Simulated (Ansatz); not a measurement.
Write a Python script for Ansatz's Python interface that makes a convergence test of the plane-wave cutoff of YZn, space group Pm-3m. Settings (first run): r2SCAN, PAW files from the folder soft_1, cutoff 250 eV, 5×5×5 k-points, Fermi-Dirac smearing of 0.01 eV. The script varies cutoff (eV): 250, 325, 400, 475.

`yzn.xyz`
```text
2
Lattice="3.56 0.0 0.0 0.0 3.56 0.0 0.0 0.0 3.56" Properties=species:S:1:pos:R:3 pbc="T T T"
Y     0.00000000    0.00000000    0.00000000
Zn    1.78000000    1.78000000    1.78000000
```

Script `ecut_yzn.py`:
```python
"""Convergence of YZn with the plane-wave cutoff."""

import ansatz as az
import matplotlib.pyplot as plt

XC = "r2scan"
FILLING = "fermi_dirac"
WIDTH_EV = 0.01


def main() -> None:
    structure = az.Crystal.from_extxyz("yzn.xyz")

    calc = (
        structure.calculation()
        .pseudopotentials("paw", azcp={"folder": "soft_1"})
        .functional(XC)
        .kpoints(5, center="gamma")
        .occupations(FILLING, width=WIDTH_EV)
        .forces()
        .stress()
    )

    rows = []
    for value in [250, 325, 400, 475]:
        report = calc.basis(value).run().report
        rows.append((value, report["free_energy_ev"] / len(report["lattice"]["sites"]), report["n_iterations"], sum(report["stress_gpa"][i][i] for i in range(3)) / 3, max(abs(f) for row in report["forces_ev_ang"] for f in row), report["n_pw"]))

    print(" cutoff (eV)   F/atom (eV)    iterations       P (GPa)  max component (eV/A)   plane waves")
    for row in rows:
        print(f"{str(row[0]):>12s}  {row[1]:12.5f}  {row[2]:12d}  {row[3]:12.3f}  {row[4]:20.4f}  {row[5]:12d}")

    # the last row is the reference
    for row in rows[:-1]:
        shift = 1000 * (row[1] - rows[-1][1])
        print(f"{row[0]}: {shift:+.2f} meV/atom" + ("  (within 1 meV)" if abs(shift) < 1 else ""))
    plt.figure(figsize=(4.5, 3))
    plt.plot([str(row[0]) for row in rows], [1000 * (row[1] - rows[-1][1]) for row in rows], "o-")
    plt.xlabel("cutoff (eV)")
    plt.ylabel("F - F(last) (meV/atom)")
    plt.tight_layout()
    plt.savefig("ecut.png", dpi=100)


if __name__ == "__main__":
    main()
```

```console
$ python ecut_yzn.py
DeckWarning: basis.ecutwfc = 250 eV is below the records' recommended 500 eV, and the density's cutoff is lower with it unless basis.ecutrho_ratio is high enough to keep the records' density cutoff: compare with a run at a higher cutoff
DeckWarning: basis.ecutwfc = 325 eV is below the records' recommended 500 eV, and the density's cutoff is lower with it unless basis.ecutrho_ratio is high enough to keep the records' density cutoff: compare with a run at a higher cutoff
DeckWarning: basis.ecutwfc = 400 eV is below the records' recommended 500 eV, and the density's cutoff is lower with it unless basis.ecutrho_ratio is high enough to keep the records' density cutoff: compare with a run at a higher cutoff
DeckWarning: basis.ecutwfc = 475 eV is below the records' recommended 500 eV, and the density's cutoff is lower with it unless basis.ecutrho_ratio is high enough to keep the records' density cutoff: compare with a run at a higher cutoff
 cutoff (eV)   F/atom (eV)    iterations       P (GPa)  max component (eV/A)   plane waves
         250   -3592.51079             9         0.816                0.0000           437
         325   -3593.06285             8         0.354                0.0000           619
         400   -3593.07429             9         0.318                0.0000           799
         475   -3593.07859             9         0.325                0.0000          1045
250: +567.80 meV/atom
325: +15.74 meV/atom
400: +4.30 meV/atom
```
(Warnings from the package without file and line.)

The mesh is modest for a metal, so energies can be off by several to tens of meV an atom and pressures by half a GPa or more; differences at equal mesh fare better. Forces vanish by symmetry here and test nothing. Pressure is positive in compression. The starting cell is as deposited in a crystallographic database; the results hold for this polymorph, which needn't be the stable one. Shifts are counted from the last row, which is itself no proven limit. Wall time of the script: 6.7 s on 1 thread of Intel(R) Xeon(R) Processor @ 2.30GHz, with other jobs on the host, peak memory 0.61 GiB.
